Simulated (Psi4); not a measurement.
# UB3LYP/6-31G(d) (spherical functions) run of SiCl2F (SMILES F[Si](Cl)Cl)

Aim: the vertical doublet–quartet gap of SiCl2F at UB3LYP/6-31G* (spherical functions), from 2 runs. 

The calculation is run with Psi4 1.11.

1 further run of the same task is left out (set aside as unsound or not needed).

**1. Starting point**

SiCl2F has 4 atoms, charge 0, and is taken as a doublet. SMILES: `F[Si](Cl)Cl`. The coordinates come from a GFN2-xTB relaxation.

Bond lengths: F1–Si2 1.619 Å, Si2–Cl3 2.009 Å, Si2–Cl4 2.009 Å. Angles: F1–Si2–Cl3 104.6°, F1–Si2–Cl4 104.6°, Cl3–Si2–Cl4 115.3°.

**2. Energy and gradient at UB3LYP/6-31G(d) (spherical functions)**

cl2fsi.json reads:

```json
{
  "schema_name": "qcschema_input",
  "schema_version": 1,
  "molecule": {
    "schema_name": "qcschema_molecule",
    "schema_version": 2,
    "symbols": ["F", "Si", "Cl", "Cl"],
    "geometry": [2.24559935, -0.7113874, 1.71432175, 0.11888267, -0.79788016, -0.48303289, -3.18681524, -0.75439757, 1.38278819, 0.82233322, 2.26364623, -2.61409594],
    "molecular_charge": 0,
    "molecular_multiplicity": 2,
    "fix_symmetry": "c1"
  },
  "driver": "gradient",
  "model": {
    "method": "b3lyp",
    "basis": "6-31G*"
  },
  "keywords": {
    "reference": "uks",
    "puream": true,
    "e_convergence": 1e-09,
    "d_convergence": 1e-08,
    "scf_type": "pk",
    "dft_radial_points": 99,
    "dft_spherical_points": 590,
    "maxiter": 200,
    "scf_properties": ["QUADRUPOLE", "LOWDIN_CHARGES", "MULLIKEN_CHARGES"]
  }
}
```

The run is started by

```console
psi4 --qcschema cl2fsi.json -n 1 --memory 1600MB
```

stdout:

```text
[...]
  Running in c1 symmetry.
[...]
  Nuclear repulsion =  267.856067090070155
[...]
  Multiplicity = 2
[...]
  Nalpha       = 29
  Nbeta        = 28
[...]
    Number of basis functions: 68
[...]
   @UKS iter   1: -1309.75076279161794   -4.76279e-02   6.09310e-03 DIIS/ADIIS
[...]
   @UKS iter  11: -1309.82009286046014   -1.18234e-11   9.35250e-09 DIIS
[...]
   @S^2 Observed:                7.514114880E-01
[...]
  @UKS Final Energy: -1309.82009286046014
   => Energetics <=
    Nuclear Repulsion Energy =            267.8560670900701552
    One-Electron Energy =               -2344.8940603333821855
    Two-Electron Energy =                 838.1613434103619511
    DFT Exchange-Correlation Energy =     -70.9434430275099430
    Empirical Dispersion Energy =           0.0000000000000000
    VV10 Nonlocal Energy =                  0.0000000000000000
    Total Energy =                      -1309.8200928604601359
[...]
 Multipole Moments:
 ------------------------------------------------------------------------------------
     Multipole            Electronic (a.u.)      Nuclear  (a.u.)        Total (a.u.)
 ------------------------------------------------------------------------------------
 L = 1.  Multiply by 2.5417464519 to convert [e a0] to [Debye]
 Dipole X            :          0.3315728           -0.4313620           -0.0997892
 Dipole Y            :         -0.0968034           -0.1741679           -0.2709713
 Dipole Z            :          0.2593332           -0.5639046           -0.3045714
 Magnitude           :                                                    0.4196988
 L = 2.  Multiply by 1.3450342976 to convert [e a0^2] to [Debye ang]
 Quadrupole XX       :       -256.4985511          223.8409320          -32.6576192
 Quadrupole XY       :        -59.7187600           59.4096575           -0.3091025
[...]
  Mulliken Charges: (a.u.)
   Center  Symbol    Alpha    Beta     Spin     Total
       1     F     4.70492  4.65638  0.04854 -0.36131
       2    SI     7.04227  6.26410  0.77817  0.69362
       3    CL     8.62642  8.53976  0.08666 -0.16618
       4    CL     8.62638  8.53975  0.08663 -0.16614
   Total alpha = 29.00000, Total beta = 28.00000, Total charge =  0.00000
  Lowdin Charges: (a.u.)
   Center  Symbol    Alpha    Beta     Spin     Total
       1     F     4.65456  4.59647  0.05809 -0.25103
       2    SI     7.14868  6.42497  0.72371  0.42635
[...]
  -Total Gradient:
     Atom            X                  Y                   Z
    ------   -----------------  -----------------  -----------------
       1        0.001112686251     0.003834532637     0.003974994854
       2       -0.023884117442     0.017213807409    -0.010986729139
       3        0.022732998765    -0.001946108827    -0.007853463654
       4        0.000012875629    -0.019094300470     0.014845931058
[...]
```

The result, in JSON:

```text
{
 "driver": "gradient",
 "model": {
  "method": "b3lyp",
  "basis": "6-31G*"
 },
 "success": true,
 "return_result": [0.0011126862512808589, 0.0038345326373300185, 0.003974994853890634, -0.023884117442343443, 0.01721380740854528, -0.010986729138550255, 0.022732998765076118, -0.0019461088274605417, -0.007853463653551565, 1.287562936484049e-05, -0.019094300469990028, 0.014845931057874365],
 "properties": {
  "calcinfo_nbasis": 68,
  "calcinfo_nmo": 68,
  "calcinfo_nalpha": 29,
  "calcinfo_nbeta": 28,
  "calcinfo_natom": 4,
  "nuclear_repulsion_energy": 267.85606709007016,
  "return_energy": -1309.8200928604601,
  "return_gradient": [0.0011126862512808589, 0.0038345326373300185, 0.003974994853890634, -0.023884117442343443, 0.01721380740854528, -0.010986729138550255, 0.022732998765076118, -0.0019461088274605417, -0.007853463653551565, 1.287562936484049e-05, -0.019094300469990028, 0.014845931057874365],
  "scf_one_electron_energy": -2344.894060333382,
  "scf_two_electron_energy": 838.161343410362,
  "scf_xc_energy": -70.94344302750994,
  "scf_dipole_moment": [-0.09978917916029584, -0.2709712548620866, -0.30457140576169095],
  "scf_total_energy": -1309.8200928604601,
  "scf_total_gradient": [0.0011126862512808589, 0.0038345326373300185, 0.003974994853890634, -0.023884117442343443, 0.01721380740854528, -0.010986729138550255, 0.022732998765076118, -0.0019461088274605417, -0.007853463653551565, 1.287562936484049e-05, -0.019094300469990028, 0.014845931057874365],
  "scf_iterations": 11
 }
}
```

It took 18 s on 1 thread of Intel Xeon Platinum 8259CL at 2.50GHz (Skylake/Cascade Lake), shared host; peak memory 0.59 GiB.

**3. The quartet: the energy at UB3LYP/6-31G(d) (spherical functions)**

job.in reads:

```
memory 1.6 GB

molecule mol {
  0 4
  F      1.188320    -0.376450     0.907180
  Si     0.062910    -0.422220    -0.255610
  Cl    -1.686390    -0.399210     0.731740
  Cl     0.435160     1.197870    -1.383320
  symmetry c1
  no_reorient
  no_com
}

set {
  basis                6-31G*
  reference            uks
  puream               true
  e_convergence        1e-09
  d_convergence        1e-08
  scf_type             pk
  dft_radial_points    99
  dft_spherical_points 590
  maxiter              200
}

energy_value, wavefunction = energy("b3lyp", return_wfn=True)
oeprop(wavefunction, "MAYER_INDICES", "MULLIKEN_CHARGES", "DIPOLE")
```

The run is started by

```console
psi4 -n 1 job.in job.out
```

job.out (excerpt; [...] marks lines left out):

```text
[...]
  Running in c1 symmetry.
[...]
  Nuclear repulsion =  267.856066824226446
[...]
  Multiplicity = 4
[...]
  Nalpha       = 30
  Nbeta        = 27
[...]
    Number of basis functions: 68
[...]
   @UKS iter   1: -1309.45004226094284    2.53093e-01   6.10034e-03 DIIS/ADIIS
[...]
   @UKS iter  20: -1309.52454448089588   -6.82121e-13   4.83528e-09 DIIS
[...]
   @S^2 Observed:                3.753758597E+00
[...]
  @UKS Final Energy: -1309.52454448089588
   => Energetics <=
    Nuclear Repulsion Energy =            267.8560668242264455
    One-Electron Energy =               -2344.1042017886693429
    Two-Electron Energy =                 837.6409104641186332
    DFT Exchange-Correlation Energy =     -70.9173199805712500
    Empirical Dispersion Energy =           0.0000000000000000
    VV10 Nonlocal Energy =                  0.0000000000000000
    Total Energy =                      -1309.5245444808956563
[...]
 Multipole Moments:
 ------------------------------------------------------------------------------------
     Multipole            Electronic (a.u.)      Nuclear  (a.u.)        Total (a.u.)
 ------------------------------------------------------------------------------------
 L = 1.  Multiply by 2.5417464519 to convert [e a0] to [Debye]
 Dipole X            :         17.8461256          -18.3214428           -0.4753172
 Dipole Y            :         -7.6756416            8.0844184            0.4087768
 Dipole Z            :         12.0976369          -12.2657965           -0.1681596
 Magnitude           :                                                    0.6490782
[...]
  Mulliken Charges: (a.u.)
   Center  Symbol    Alpha    Beta     Spin     Total
       1     F     4.71995  4.61546  0.10449 -0.33542
       2    SI     7.85979  6.07062  1.78917  0.06959
       3    CL     8.71016  8.15698  0.55318  0.13286
       4    CL     8.71010  8.15693  0.55317  0.13297
   Total alpha = 30.00000, Total beta = 27.00000, Total charge = -0.00000
  Mayer Bond Indices:
  Total Bond Index:
  Irrep: 1 Size: 4 x 4
[...]
```

Wall time 20 s (1 thread of Intel Xeon Platinum 8259CL at 2.50GHz (Skylake/Cascade Lake), shared host); peak memory 0.59 GiB.

**4. Results**

At UB3LYP/6-31G* (spherical functions):

| quantity | value |
| --- | --- |
| doublet: total energy | -1309.82009 Eh |
| doublet: dipole moment | 1.07 D |
| doublet: HOMO energy (highest over α and β) | -6.98 eV |
| doublet: LUMO energy (lowest over α and β) | -3.86 eV |
| doublet: ⟨S²⟩ | 0.751 |
| doublet: largest force on an atom | 1.616 eV/Å |
| quartet: total energy | -1309.52454 Eh |
| quartet: dipole moment | 1.65 D |
| quartet: HOMO energy (highest over α and β) | -1.64 eV |
| quartet: ⟨S²⟩ | 3.754 |
| vertical energy of the quartet above the doublet | 8.042 eV |

At this shape the quartet lies 8.04 eV (776 kJ/mol) above the doublet. The largest force (doublet) is 1.62 eV/Å: the shape isn't a stationary point for this species at this level. Mulliken charges (quartet) run from -0.34 on F1 to +0.13 on Cl4.
